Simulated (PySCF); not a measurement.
# cyclo-(Cl2GeO)5: geometry

What geometry should cyclo-(Cl2GeO)5 show?

Programs: PySCF 2.14.0. Each step states its level of theory. These are calculated values for one molecule in the gas phase, unless marked as measured. Atoms count from 0, in the outputs and in this text.

### 1 The molecule as given

20 atoms, charge 0, multiplicity 1; geometry from: GFN2-xTB. The atoms were then displaced at random by about 0.03 Å, so the start is not that level's minimum.

Bonds of the start (Å): Ge0–Cl1 2.11, Ge0–Cl2 2.01, Ge0–O3 1.79, Ge0–O19 1.67, O3–Ge4 1.69, Ge4–Cl5 2.05, Ge4–Cl6 2.09, Ge4–O7 1.78, O7–Ge8 1.78, Ge8–Cl9 2.05, Ge8–Cl10 2.04, Ge8–O11 1.75, O11–Ge12 1.65, Ge12–Cl13 2.02, Ge12–Cl14 2.11, Ge12–O15 1.72, O15–Ge16 1.72, Ge16–Cl17 2.06, Ge16–Cl18 2.08, Ge16–O19 1.81.

### 2 Optimising the geometry at PBE0-D3(BJ)/def2-SVP

What the job is given:

```
{"job": {"xc": "PBE0", "basis": "def2-SVP", "d3": "d3bj", "grid": 1, "maxiter": 40, "shake": 0.03, "kind": "geom"}, "charge": 0, "multiplicity": 1}
Ge    -1.864660    -1.952030     0.328170
Cl    -3.233070    -1.490110     1.860900
Cl    -1.883830    -3.853840    -0.323430
O     -2.277710    -0.915570    -1.077640
Ge    -1.483270     0.219720    -2.052360
Cl    -2.856110     0.945110    -3.392590
Cl     0.292270    -0.615390    -2.758730
O     -1.038150     1.613120    -1.042150
Ge    -0.567180     2.318070     0.525770
Cl    -1.528790     1.508150     2.146300
Cl    -0.825420     4.315630     0.185410
O      1.160570     2.065550     0.668550
Ge     2.493080     1.239520     0.155880
Cl     2.984940     1.572020    -1.772830
Cl     3.961400     1.716650     1.599630
O      2.311170    -0.462380     0.352810
Ge     1.310410    -1.708840     0.987300
Cl     1.768000    -3.410410    -0.072320
Cl     1.553530    -1.852020     3.050420
O     -0.414760    -1.238780     0.730260
```

On the command line:

```
OMP_NUM_THREADS=2 python probes_run.py task.json out
```

The driver reads the jobs from task.json and runs them one after another.

What will the session give for the following? point group; rotational constants (main isotopes). Wanted: point group; rotational constants.

The runs gave:

| quantity | value |
| --- | --- |
| point group | C1 |
| rotational constants (main isotopes) | 0.11, 0.10, 0.07 GHz |

The start of the PBE0/def2-SVP relaxation was shaken at random by about 0.03 Å, so part of the energy gained, and of the first lengths quoted, undoes that. The optimisation took 20 steps and gained 1.302 eV; among the close pairs (by a distance rule), Ge0–Cl2 changed most, from 2.010 to 2.118 Å.
